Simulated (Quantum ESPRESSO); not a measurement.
Ge3S: zone-centre phonons under several settings

```xyz
4
Lattice="-2.6841 2.6841 2.6841 2.6841 -2.6841 2.6841 2.6841 2.6841 -2.6841" Properties=species:S:1:pos:R:3 pbc="T T T"
Ge    2.6841    0.0000    0.0000
Ge    0.0000    2.6841    0.0000
Ge    0.0000    0.0000    2.6841
S     0.0000    0.0000    0.0000
```

The cell was built by a generator and needn't be a form met in nature.

All runs used Quantum ESPRESSO 7.5; potentials GBRV 1.5 PBEsol; k mesh 2 × 2 × 2, shifted; no spin polarisation; cutoff 612 eV; occupations fermi-dirac, width 0.05 eV.

```tsv
level	geometry	volume (Å³/atom)	pressure (GPa)	lowest optical mode without the field (cm⁻¹)	highest optical mode without the field (cm⁻¹)
PBEsol	relaxed at -3 GPa	?	-3.0	?	?
PBEsol	relaxed at 0 GPa	19.18	0.0	233i	76
PBEsol	relaxed at 3 GPa	18.50	3.0	225i	76
PBEsol	relaxed at 8 GPa	17.58	8.0	207i	76
PBEsol	relaxed at 15 GPa	16.41	14.9	117i	82
```

Q: What stands in the row left open?

A: Volume 20.02 Å³/atom; lowest optical mode without the field 240i cm⁻¹; highest optical mode without the field 75 cm⁻¹.

Values marked i are imaginary: the cell is unstable against those modes at that level, or the meshes are too thin.

Caveats: all runs use coarse meshes; the mesh is thin for the phonons of a metal; some modes are imaginary; the cell is more than 3 GPa from zero pressure, which shifts response properties (some runs); the volume moved by over 15 % at a fixed basis, so the end points are rough (some runs).

For the row left open. Caveat: the k mesh is coarse (spacing up to 0.83 Å⁻¹), so the values aren't converged; the mesh is thin for the phonons of a metal; some modes are imaginary; the cell is more than 3 GPa from zero pressure, which shifts response properties.
